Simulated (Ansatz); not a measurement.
**SnO: a ladder of functionals and wavefunction methods**

One table from this session's results is given with a row withheld; the runs are named, their logs left out.

Method: functionals in def2-TZVPP, the program's frozen cores in correlated methods; program: Ansatz 0.2.0, Gaussian basis.

The runs, in order: LDA (SPW92), PBE-D4, revPBE-D4, BLYP-D4, r2SCAN-D4, B97M-V, PBE0-D4, B3LYP-D4, r2SCANh-D4, r2SCAN0-D4, HSE06-D4, BHLYP-D4, CAM-B3LYP-D4, LC-ωPBE, ωB97X-V, ωB97M-V, B2PLYP, PBE-QIDH; CCSD(T)/def2-SVP; CCSD(T)/def2-TZVPP; CCSD(T)/def2-QZVPP; extrapolation to the limit; RPA on PBE.

## The geometry

All runs share one geometry, relaxed beforehand with PBE0-D4 in a triple-zeta def2 set. Sn takes the def2 core potential; no spin-orbit term is included.

SMILES `[O]=[Sn]`, 2 atoms, charge 0, spin multiplicity 1.

Atoms are counted from 1 here; the program's logs count them from 0.

Bond lengths: O1–Sn2 1.818 Å.

Coordinates:

```mol
OSn
  3D, bonds by distance, orders not assigned

  2  1  0  0  0  0  0  0  0  0999 V2000
   -0.0000    0.0000   -0.0071 O   0  0
    0.0000   -0.0000    1.8107 Sn  0  0
  1  2  8  0
M  END
```

The first run:

File in.yaml:

```yaml
crystal:
  periodic: [false, false, false]
  atoms:
    - {symbol: O, position_ang: [-0.000000, 0.000000, -0.007106]}
    - {symbol: Sn, position_ang: [0.000000, -0.000000, 1.810686]}
basis:
  gaussian: {orbitals: def2-TZVPP}
hamiltonian: {xc: lda}
output: {orbitals: {seedname: orbitals}}
```

Started as:

```bash
ansatz run in.yaml --threads 2 --pin off --events-out ev --progress --plain --max-ram 32768MiB --backend cpu
```

Steps of the session up to this table: LDA; PBE-D4 (GGA); revPBE-D4 (GGA); BLYP-D4 (GGA); r2SCAN-D4 (meta-GGA); B97M-V (meta-GGA); PBE0-D4 (hybrid); B3LYP-D4 (hybrid); r2SCANh-D4 (hybrid); r2SCAN0-D4 (hybrid); HSE06-D4 (hybrid); BHLYP-D4 (hybrid); CAM-B3LYP-D4 (range-separated); LC-ωPBE (range-separated); ωB97X-V (range-separated); ωB97M-V (range-separated); B2PLYP (double hybrid); PBE-QIDH (double hybrid).

One of the session's tables, all rows but one given; the rest of the session is left out.

It belongs to the step «Orbital energies across the functionals». 

| functional | HOMO (eV) | LUMO (eV) | gap (eV) |
| --- | --- | --- | --- |
| LDA (SPW92) | -6.64 | -3.18 | 3.47 |
| PBE-D4 | -6.40 | -2.93 | 3.47 |
| revPBE-D4 | ? | ? | ? |
| BLYP-D4 | -6.29 | -2.88 | 3.41 |
| r2SCAN-D4 | -6.69 | -2.84 | 3.84 |
| B97M-V | -6.57 | -2.84 | 3.72 |
| PBE0-D4 | -7.64 | -2.25 | 5.39 |
| B3LYP-D4 | -7.45 | -2.49 | 4.96 |
| r2SCANh-D4 | -7.16 | -2.58 | 4.57 |
| r2SCAN0-D4 | -7.86 | -2.20 | 5.66 |
| HSE06-D4 | -7.24 | -2.61 | 4.63 |
| BHLYP-D4 | -8.78 | -1.57 | 7.21 |
| CAM-B3LYP-D4 | -8.97 | -1.34 | 7.63 |
| LC-ωPBE | -10.16 | -0.25 | 9.90 |
| ωB97X-V | -9.87 | -0.33 | 9.55 |
| ωB97M-V | -9.85 | -0.48 | 9.37 |

Estimate the missing values for revPBE-D4.

The run gave: HOMO (eV): -6.32; LUMO (eV): -2.84; gap (eV): 3.47. In the column «HOMO (eV)» it lies between PBE-D4 (-6.40) and BLYP-D4 (-6.29).
